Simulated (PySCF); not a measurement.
# C₄H₅GaS: NMR shifts at several levels of theory

How much do the NMR shifts of C₄H₅GaS (`[GaH2][c]1cccs1`) depend on the level of theory, and what does each level cost?

Programs: PySCF 2.14.0, with density-fitted response routines of our own. Each step states its level of theory. These are calculated values for one molecule in the gas phase, unless marked as measured. Atoms are numbered from 0 throughout.

### Step 1. The molecule as given

11 atoms, charge 0, multiplicity 1; geometry from: GFN2-xTB.

Bonds of the start (Å): Ga0–C1 1.98, C1–C2 1.37, C2–C3 1.41, C3–C4 1.36, C4–S5 1.72, S5–C1 1.74, Ga0–H6 1.57, Ga0–H7 1.57, C2–H8 1.08, C3–H9 1.08, C4–H10 1.07.

### Step 2. Relaxing the molecule at PBE0-D3(BJ)/def2-SVP

The job: settings as JSON, then the geometry in Å.

```
{"job": {"xc": "PBE0", "basis": "def2-SVP", "d3": "d3bj", "grid": 1, "kind": "geom"}, "charge": 0, "multiplicity": 1}
Ga     2.490200     0.307736     0.006129
C      0.515118     0.155925    -0.028475
C     -0.318068    -0.890957     0.268957
C     -1.687418    -0.588559     0.113111
C     -1.891644     0.688855    -0.301682
S     -0.418302     1.544686    -0.510025
H      3.181465     1.656050    -0.398009
H      3.384067    -0.911784     0.433258
H      0.053639    -1.853068     0.591360
H     -2.481889    -1.289406     0.301248
H     -2.821744     1.183193    -0.501835
```

The log of the run:

```text
step   0  E = -2477.40165142  max force = 0.023616
step   1  E = -2477.40372949  max force = 0.003239
step   2  E = -2477.40385280  max force = 0.002868
step   3  E = -2477.40386007  max force = 0.003629
step   4  E = -2477.40390928  max force = 0.001390
step   5  E = -2477.40391793  max force = 0.000997
step   6  E = -2477.40392301  max force = 0.000087
optimisation converged
```

Wall time 48 s (1 thread, shared host).

The steps of the relaxation:

```
step  energy from step 0 (eV)  largest force component (eV/Å)
   0                   0.0000                          1.2144
   1                  -0.0565                          0.1666
   2                  -0.0599                          0.1475
   3                  -0.0601                          0.1866
   4                  -0.0614                          0.0715
   5                  -0.0617                          0.0513
   6                  -0.0618                          0.0045
```

Close pairs (by a distance rule), those that changed most:

| bond | before (Å) | after (Å) | change (Å) |
| --- | --- | --- | --- |
| Ga0–C1 | 1.981 | 1.937 | -0.044 |
| C4–H10 | 1.072 | 1.090 | +0.018 |
| C3–C4 | 1.359 | 1.375 | +0.017 |
| C1–C2 | 1.371 | 1.387 | +0.016 |
| C3–H9 | 1.076 | 1.091 | +0.015 |
| C1–S5 | 1.741 | 1.729 | -0.012 |
| C2–H8 | 1.081 | 1.092 | +0.012 |
| C4–S5 | 1.717 | 1.709 | -0.007 |

The end geometry stands in the next job.

```
                         at the end point                value
  point group (found at 0.08 Å tolerance)                   Cs
rotational constants (GHz, main isotopes)  5.259, 1.108, 0.915
                        dipole moment (D)                 1.13
```

### Step 3. Shielding tensors: WP04/pcSseg-1

The job: settings as JSON, then the geometry in Å.

```
{"job": {"kind": "nmr", "xc": "WP04", "basis": "pcSseg-1", "pop": false}, "charge": 0, "multiplicity": 1}
Ga     2.478787     0.282976     0.013843
C      0.543740     0.218227    -0.049687
C     -0.279793    -0.854681     0.256265
C     -1.662505    -0.578248     0.110274
C     -1.892077     0.711369    -0.308736
S     -0.428802     1.568927    -0.519477
H      3.223842     1.606191    -0.371575
H      3.223072    -1.022838     0.459173
H      0.111606    -1.821547     0.580303
H     -2.459713    -1.297201     0.305109
H     -2.852457     1.189435    -0.501442
```

Level: GIAO WP04/pcSseg-1 NMR shielding, non-relativistic, gas phase.

The log of the run:

```text
coarse grid: 46816 points
cycle   1  E = -2496.4912013260  dE =  2.489e-01  |g| = 6.624e-01  |ddm| = 3.494e+00
cycle   2  E = -2496.2956133848  dE =  1.956e-01  |g| = 1.049e+00  |ddm| = 1.471e+00
cycle   3  E = -2496.5739250920  dE = -2.783e-01  |g| = 1.855e-01  |ddm| = 1.165e+00
cycle   4  E = -2496.5818676088  dE = -7.943e-03  |g| = 8.978e-02  |ddm| = 3.135e-01
cycle   5  E = -2496.5839771444  dE = -2.110e-03  |g| = 2.541e-02  |ddm| = 1.142e-01
cycle   6  E = -2496.5841124444  dE = -1.353e-04  |g| = 1.013e-02  |ddm| = 2.598e-02
cycle   7  E = -2496.5841371743  dE = -2.473e-05  |g| = 2.100e-03  |ddm| = 9.284e-03
cycle   8  E = -2496.5841378901  dE = -7.158e-07  |g| = 1.234e-03  |ddm| = 2.623e-03
final grid: 96728 points
cycle   9  E = -2496.5841509371  dE =  2.116e-06  |g| = 3.020e-03  |ddm| = 4.030e-03
cycle  10  E = -2496.5841372968  dE =  1.364e-05  |g| = 7.559e-03  |ddm| = 9.443e-03
cycle  11  E = -2496.5841535068  dE = -1.621e-05  |g| = 2.171e-04  |ddm| = 6.783e-03
cycle  12  E = -2496.5841535164  dE = -9.562e-09  |g| = 3.983e-05  |ddm| = 1.811e-04
cycle  13  E = -2496.5841535168  dE = -4.188e-10  |g| = 7.990e-06  |ddm| = 4.332e-05
converged SCF energy = -2496.5841535168

GIAO shielding tensors (ppm)
atom      isotropic    diamagn.    paramagn.     s11        s22        s33       span
  0 Ga    1261.832    2642.591   -1380.759   1135.623   1261.501   1388.372    252.749
  1 C       14.268     261.564    -247.296    -69.160    -26.069    138.033    207.193
  2 C       26.049     252.962    -226.912    -64.401     14.830    127.719    192.120
  3 C       39.198     254.009    -214.811    -46.678     27.619    136.653    183.332
  4 C       26.403     261.551    -235.148    -71.635     21.985    128.860    200.496
  5 S      188.984    1060.832    -871.848     46.099    185.294    335.559    289.459
  6 H       26.453      28.109      -1.656     21.138     22.309     35.913     14.775
  7 H       26.397      28.399      -2.002     21.246     21.868     36.076     14.831
  8 H       24.126      32.315      -8.188     20.738     23.581     28.060      7.322
  9 H       24.495      30.582      -6.086     21.593     24.851     27.041      5.448
 10 H       24.128      30.329      -6.201     21.640     23.716     27.027      5.388
```

Run time: 15 s. Hardware: 1 thread, shared host.

The references, computed at this level on geometries of the same kind, shield at (ppm): 1H TMS 31.56, 13C TMS 172.4, 33S CS2 462, 71Ga GaH4- 1667. Their shielding less the atom's gives the shift. The references are single molecules in the gas phase. Shifts against hydride references such as AlH4− lie on their own scale. Atoms listed in one row are averaged.

```
 atoms                                          environment  σ (ppm)  δ (ppm)
    C1  substituted aromatic carbon next to the ring sulfur     14.3    158.2
    C2                                          aromatic CH     26.0    146.4
    C4                  aromatic CH next to the ring sulfur     26.4    146.0
    C3                                          aromatic CH     39.2    133.2
    H8                           hydrogen on an aromatic CH    24.13     7.44
   H10   hydrogen on an aromatic CH next to the ring sulfur    24.13     7.44
    H9                           hydrogen on an aromatic CH    24.50     7.07
H6, H7                         hydrogen on a Ga bonded to C    26.42     5.14
   Ga0                                  Ga bonded to C, 2 H     1262      405
    S5                                 aromatic ring sulfur      189      273
```

Ring of atoms C1, C2, C3, C4, S5: NICS(0) -12.6, NICS(1) -11.5, NICS(1)zz -27.8 ppm (means of both faces).

### Step 4. NMR shieldings: B97-2/pcSseg-1

Settings changed since step 3:

```diff
@@ -1,2 +1,2 @@
-{"job": {"kind": "nmr", "xc": "WP04", "basis": "pcSseg-1", "pop": false}, "charge": 0, "multiplicity": 1}
+{"job": {"kind": "nmr", "xc": "B97-2", "basis": "pcSseg-1", "pop": false}, "charge": 0, "multiplicity": 1}
 Ga     2.478787     0.282976     0.013843
```

Level: GIAO B97-2/pcSseg-1 NMR shielding, non-relativistic, gas phase.

The log of the run:

```text
coarse grid: 46816 points
cycle   1  E = -2478.6101036051  dE =  3.144e-01  |g| = 8.687e-01  |ddm| = 3.482e+00
cycle   2  E = -2478.5282739023  dE =  8.183e-02  |g| = 1.080e+00  |ddm| = 1.146e+00
cycle   3  E = -2478.6770826846  dE = -1.488e-01  |g| = 1.506e-01  |ddm| = 8.545e-01
cycle   4  E = -2478.6820284011  dE = -4.946e-03  |g| = 8.148e-02  |ddm| = 2.606e-01
cycle   5  E = -2478.6836595128  dE = -1.631e-03  |g| = 1.087e-02  |ddm| = 8.873e-02
cycle   6  E = -2478.6836833771  dE = -2.386e-05  |g| = 5.809e-03  |ddm| = 1.497e-02
cycle   7  E = -2478.6836914937  dE = -8.117e-06  |g| = 1.199e-03  |ddm| = 5.328e-03
final grid: 96728 points
cycle   8  E = -2478.6836867153  dE =  1.154e-06  |g| = 2.357e-03  |ddm| = 3.295e-03
cycle   9  E = -2478.6836810814  dE =  5.634e-06  |g| = 5.037e-03  |ddm| = 6.924e-03
cycle  10  E = -2478.6836882637  dE = -7.182e-06  |g| = 1.234e-04  |ddm| = 4.799e-03
cycle  11  E = -2478.6836882671  dE = -3.457e-09  |g| = 2.722e-05  |ddm| = 1.424e-04
cycle  12  E = -2478.6836882673  dE = -1.987e-10  |g| = 7.974e-06  |ddm| = 3.614e-05
converged SCF energy = -2478.6836882673

GIAO shielding tensors (ppm)
atom      isotropic    diamagn.    paramagn.     s11        s22        s33       span
  0 Ga    1238.897    2637.920   -1399.023   1095.656   1222.232   1398.803    303.147
  1 C       33.341     260.793    -227.452    -50.363     -3.923    154.308    204.671
  2 C       40.480     251.657    -211.177    -44.553     26.867    139.124    183.677
  3 C       53.694     253.323    -199.629    -29.463     41.776    148.769    178.232
  4 C       42.745     261.221    -218.476    -51.596     37.943    141.889    193.484
  5 S      238.142    1057.642    -819.499    103.320    223.052    388.056    284.736
  6 H       25.516      27.218      -1.701     20.247     21.293     35.008     14.761
  7 H       25.452      27.440      -1.988     20.372     20.823     35.162     14.790
  8 H       23.640      31.643      -8.003     19.948     23.345     27.627      7.680
  9 H       23.995      30.284      -6.289     20.872     24.375     26.738      5.867
 10 H       23.687      30.307      -6.619     20.974     23.454     26.635      5.661
```

Wall time 14 s (1 thread, shared host).

In short: δ C1 150.3, C2 143.2, C4 140.9, C3 130.0, H8 7.74, H10 7.69 ppm.

### Step 5. NMR shieldings: BHandHLYP/pcSseg-1

Settings changed since step 4:

```diff
@@ -1,2 +1,2 @@
-{"job": {"kind": "nmr", "xc": "B97-2", "basis": "pcSseg-1", "pop": false}, "charge": 0, "multiplicity": 1}
+{"job": {"kind": "nmr", "xc": "BHandHLYP", "basis": "pcSseg-1", "pop": false}, "charge": 0, "multiplicity": 1}
 Ga     2.478787     0.282976     0.013843
```

With the program's defaults for keys left out, this is: GIAO BHandHLYP/pcSseg-1 NMR shielding, non-relativistic, gas phase.

The log of the run:

```text
coarse grid: 46816 points
cycle   1  E = -2478.0152002907  dE =  4.957e-01  |g| = 7.592e-01  |ddm| = 3.401e+00
cycle   2  E = -2478.0245418958  dE = -9.342e-03  |g| = 7.196e-01  |ddm| = 8.111e-01
cycle   3  E = -2478.0718977018  dE = -4.736e-02  |g| = 6.606e-02  |ddm| = 4.088e-01
cycle   4  E = -2478.0724539426  dE = -5.562e-04  |g| = 3.644e-02  |ddm| = 1.077e-01
cycle   5  E = -2478.0728163516  dE = -3.624e-04  |g| = 6.101e-03  |ddm| = 4.402e-02
cycle   6  E = -2478.0728263938  dE = -1.004e-05  |g| = 2.131e-03  |ddm| = 9.170e-03
cycle   7  E = -2478.0728275967  dE = -1.203e-06  |g| = 8.082e-04  |ddm| = 2.920e-03
final grid: 96728 points
cycle   8  E = -2478.0728370085  dE =  6.666e-08  |g| = 1.035e-03  |ddm| = 1.892e-03
cycle   9  E = -2478.0728367012  dE =  3.073e-07  |g| = 1.504e-03  |ddm| = 2.362e-03
cycle  10  E = -2478.0728373104  dE = -6.093e-07  |g| = 6.687e-05  |ddm| = 1.408e-03
cycle  11  E = -2478.0728373119  dE = -1.479e-09  |g| = 2.574e-05  |ddm| = 9.294e-05
cycle  12  E = -2478.0728373125  dE = -5.516e-10  |g| = 9.905e-06  |ddm| = 7.897e-05
converged SCF energy = -2478.0728373125

GIAO shielding tensors (ppm)
atom      isotropic    diamagn.    paramagn.     s11        s22        s33       span
  0 Ga    1296.598    2636.766   -1340.168   1164.227   1278.937   1446.630    282.403
  1 C       25.009     260.833    -235.824    -67.158    -15.376    157.560    224.718
  2 C       34.205     252.301    -218.096    -61.480     22.620    141.474    202.954
  3 C       49.355     254.024    -204.669    -41.809     39.070    150.803    192.612
  4 C       34.469     261.508    -227.040    -69.741     29.083    144.065    213.806
  5 S      232.741    1057.041    -824.300     78.948    227.767    391.508    312.560
  6 H       25.768      27.345      -1.576     20.357     21.573     35.375     15.018
  7 H       25.698      27.559      -1.862     20.446     21.112     35.535     15.088
  8 H       23.689      31.612      -7.923     19.851     23.279     27.937      8.086
  9 H       24.090      30.149      -6.060     20.766     24.375     27.129      6.363
 10 H       23.667      30.199      -6.532     20.929     23.439     26.632      5.703
```

Run time: 14 s. Hardware: 1 thread, shared host.

This run: δ C1 159.0, C2 149.8, C4 149.5, C3 134.6, H10 7.78, H8 7.75 ppm.

[end of part 1 of 2]
